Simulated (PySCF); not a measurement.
# C3H5AlO2: the cost of one run

Computed with PySCF 2.14.0, with density-fitted response routines of our own, on a single molecule in the gas phase. Atoms are numbered from 0 throughout.

## Step 1: The starting structure

11 atoms, charge 0, multiplicity 1; geometry from: GFN2-xTB. The atoms were then displaced at random by about 0.01 Å, so the start is not that level's minimum.

Bonds of the start (Å): C0–C1 1.37, C1–O2 1.28, O2–Al3 1.78, Al3–O4 1.80, O4–C5 1.27, C5–C0 1.43, C0–H6 1.07, C1–H7 1.11, Al3–H8 1.53, Al3–H9 1.57, C5–H10 1.09.

## Step 2: Geometry optimisation at PBE0-D3(BJ)/def2-SVP

Job settings and geometry (Å):

```
{"job": {"xc": "PBE0", "basis": "def2-SVP", "d3": "d3bj", "grid": 1, "shake": 0.01, "kind": "geom"}, "charge": 0, "multiplicity": 1}
C      1.387190     0.390560     0.007040
C      1.032800    -0.919020     0.225040
O     -0.162890    -1.367550     0.231210
Al    -1.714470    -0.531120    -0.013430
O     -0.880770     1.046690    -0.255980
C      0.349440     1.343060    -0.227000
H      2.404960     0.727980     0.006310
H      1.862220    -1.630190     0.402260
H     -2.343760    -0.976130    -1.338620
H     -2.510280    -0.495600     1.338460
H      0.613670     2.385480    -0.390950
```

The run is started by

```bash
$ OMP_NUM_THREADS=1 python probes_run.py task.json out
```

The driver reads the jobs from task.json and runs them one after another.

**Question.** How long does this first job take on 1 thread of Arm Neoverse N1, shared host, and how much memory does it need?

About 91 s, with a peak of 0.47 GiB.
